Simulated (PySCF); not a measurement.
**A PySCF job on C2H7AlSe (SMILES [CH3][AlH][Se]C)**

Wanted: the energy of C2H7AlSe.

The calculation is run with PySCF 2.14.0.

2 further runs of the same task are left out: 2 set aside as unsound or not needed.

## Step 1: The structure to begin with

C2H7AlSe has 11 atoms, charge 0, and is taken as a singlet. SMILES: `[CH3][AlH][Se]C`. The shape is that of a PBE0-D4/def2-TZVP optimisation. This is one conformer, not always the lowest.

Bond lengths: C1–Al2 1.950 Å, Al2–Se3 2.311 Å, Se3–C4 1.964 Å, C1–H5 1.096 Å, C1–H6 1.093 Å, C1–H7 1.093 Å, Al2–H8 1.585 Å, C4–H9 1.087 Å, C4–H10 1.088 Å, C4–H11 1.087 Å. Some angles: C1–Al2–Se3 120.8°, Al2–Se3–C4 100.3°, C1–Al2–H8 124.2°, Se3–Al2–H8 115.0°, Al2–C1–H5 110.2°, Al2–C1–H6 112.7°, Al2–C1–H7 111.2°, Se3–C4–H9 110.7°, Se3–C4–H10 106.6°, Se3–C4–H11 110.1°.

## Step 2: The job

Input file geometry.xyz:

```xyz
11
C2H7AlSe
C     -1.556000     0.644400     0.433000
Al    -0.210200    -0.268800     1.509100
Se     1.776300    -0.982300     0.567200
C      1.498400    -0.428400    -1.296700
H     -1.382300     1.726200     0.447900
H     -1.544700     0.329500    -0.613200
H     -2.560700     0.476800     0.830600
H     -0.356200    -0.555200     3.060900
H      1.167800     0.606100    -1.345600
H      2.460500    -0.524800    -1.795900
H      0.772700    -1.080600    -1.776800
```

Input file run.py:

```python
from pyscf import gto, dft
from pyscf.gw.rpa import RPA

mol = gto.Mole()
mol.atom = 'geometry.xyz'
mol.max_memory = 1860
mol.verbose = 4
mol.charge = 0
mol.basis = 'ma-def2-svp'
mol.build()

mf = dft.RKS(mol, xc='pe0e2')
mf.kernel()

rpa = RPA(mf, frozen=16)
rpa.kernel()
e_exx = mf.to_hf().energy_tot(mf.make_rdm1())
e_final = e_exx + rpa.e_corr
print('E(%s) = %.9f' % ('PBE0', e_final))
mf.analyze()
```

The run is started by

```console
$ OMP_NUM_THREADS=1 python run.py
```

What it wrote:

```text
PySCF version 2.14.0

[INPUT] num. atoms = 11
[INPUT] num. electrons = 66
[INPUT] charge = 0
[INPUT] spin (= nelec alpha-beta = 2S) = 0
[INPUT] symmetry False subgroup None
[INPUT] Mole.unit = angstrom
[INPUT] Symbol           X                Y                Z      unit          X                Y                Z       unit  Magmom
[INPUT]  1 C     -1.556000000000   0.644400000000   0.433000000000 AA   -2.940413849823   1.217739514670   0.818251411937 Bohr   0.0
[INPUT]  2 Al    -0.210200000000  -0.268800000000   1.509100000000 AA   -0.397220431384  -0.507958382283   2.851785694581 Bohr   0.0
[INPUT]  3 Se     1.776300000000  -0.982300000000   0.567200000000 AA    3.356720515065  -1.856277972160   1.071852657853 Bohr   0.0
[INPUT]  4 C      1.498400000000  -0.428400000000  -1.296700000000 AA    2.831565625048  -0.809558671764  -2.450407865724 Bohr   0.0
[INPUT]  5 H     -1.382300000000   1.726200000000   0.447900000000 AA   -2.612168421986   3.262045236224   0.846408331193 Bohr   0.0
[INPUT]  6 H     -1.544700000000   0.329500000000  -0.613200000000 AA   -2.919059944616   0.622664758044  -1.158780059583 Bohr   0.0
[INPUT]  7 H     -2.560700000000   0.476800000000   0.830600000000 AA   -4.839021687174   0.901021416193   1.569606519064 Bohr   0.0
[INPUT]  8 H     -0.356200000000  -0.555200000000   3.060900000000 AA   -0.673120445570  -1.049175944359   5.784262694681 Bohr   0.0
[INPUT]  9 H      1.167800000000   0.606100000000  -1.345600000000 AA    2.206822168267   1.145363004099  -2.542815473215 Bohr   0.0
[INPUT] 10 H      2.460500000000  -0.524800000000  -1.795900000000 AA    4.649671129492  -0.991728270172  -3.393759147106 Bohr   0.0
[INPUT] 11 H      0.772700000000  -1.080600000000  -1.776800000000 AA    1.460191376451  -2.042038050205  -3.357665378127 Bohr   0.0

nuclear repulsion = 309.841565641939
number of shells = 54
number of NR pGTOs = 202
number of NR cGTOs = 108
basis = ma-def2-svp
ecp = {}

******** <class 'pyscf.dft.rks.RKS'> ********
method = RKS
initial guess = minao
damping factor = 0
level_shift factor = 0
DIIS = <class 'pyscf.scf.diis.CDIIS'>
diis_start_cycle = 1
diis_space = 8
diis_damp = 0
SCF conv_tol = 1e-09
SCF conv_tol_grad = None
SCF max_cycles = 50
direct_scf = True
direct_scf_tol = 1e-13
XC library pyscf.dft.libxc version 7.0.0
    S. Lehtola, C. Steigemann, M. J.T. Oliveira, and M. A.L. Marques.,  SoftwareX 7, 1–5 (2018)
XC functionals = pe0e2
KeyError: "LibXCFunctional: name 'PE0E2' not found."
```

Wall time 1.5 s (1 thread of Intel Xeon at 2.50GHz (Skylake/Cascade Lake), shared host); peak memory 0.098 GiB.

## Step 3: What went wrong

The input was rejected.

The telling line is `KeyError: "LibXCFunctional: name 'PE0E2' not found."`. The fault: the input text is malformed or holds a word that the program doesn't know.
